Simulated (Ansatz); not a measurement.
# Cd2Ge: the cost of one run

Method: DFT PBE, scalar-relativistic, plane waves, PAW, in Ansatz 0.2.0.

1 further run of the same task is left out (it didn't finish).

### Step 1. The starting structure

The structure is tetragonal, space group I4/mmm (No. 139). The conventional cell has a = 4.381 Å, b = 4.381 Å, c = 7.185 Å, α = 90.00°, β = 90.00°, γ = 90.00°. Cd (site symmetry 4mm) is surrounded by 1 Cd at 1.34 Å. Ge (site symmetry 4/mmm) is surrounded by 10 Cd at 2.92 to 3.17 Å.

Coordinates:

```cif
data_structure
_symmetry_space_group_name_H-M 'P 1'
_symmetry_Int_Tables_number 1
_cell_length_a 4.7435
_cell_length_b 4.7435
_cell_length_c 4.7435
_cell_angle_alpha 124.999
_cell_angle_beta 124.999
_cell_angle_gamma 81.541
_cell_volume 68.94
loop_
_atom_site_label
_atom_site_type_symbol
_atom_site_fract_x
_atom_site_fract_y
_atom_site_fract_z
_atom_site_occupancy
Cd1 Cd 0.59300 0.59300 0.00000 1
Cd2 Cd 0.40700 0.40700 0.00000 1
Ge1 Ge 0.00000 0.00000 0.00000 1
```

This is candidate A: CaC2 type (I4/mmm, No. 139).

(A quick probe on a coarse mesh, which set the mesh and smearing, is not shown.)

### Step 3. Coarse relaxation (candidate A)

Contents of input.yaml:

```yaml
crystal:
  lattice:
    - [-2.1903515377, 2.1903515377, 3.5924017508]
    - [2.1903515377, -2.1903515377, 3.5924017508]
    - [2.1903515377, 2.1903515377, -3.5924017508]
  atoms:
    - { symbol: Cd, position: [0.593, 0.593, 0.0] }
    - { symbol: Cd, position: [0.407, 0.407, 0.0] }
    - { symbol: Ge, position: [0.0, 0.0, 0.0] }
basis:
  ecutwfc: 420
kpoints:
  mp_grid: { grid: [6, 6, 6] }
hamiltonian:
  xc: pbe
scf:
  occupations: { method: gaussian, width: 0.1 }
  lower_state_search: "off"
output:
  forces: true
  stress: true
  eigenvalues: true
relax:
  adjacent_minimum: "off"
  f_tol: 0.04
  max_steps: 70
  cell: { stress_tol: 0.4 }
```

On the command line:

```sh
$ ansatz run input.yaml --threads 1 --pin off --max-ram 2560MiB --backend cpu --events-out ev --progress --plain --runs-dir out
```

**Question.** How long does this run take on 1 thread of an Arm CPU, shared host, and how much memory does it need?

About 76 s, with a peak of 0.39 GiB.
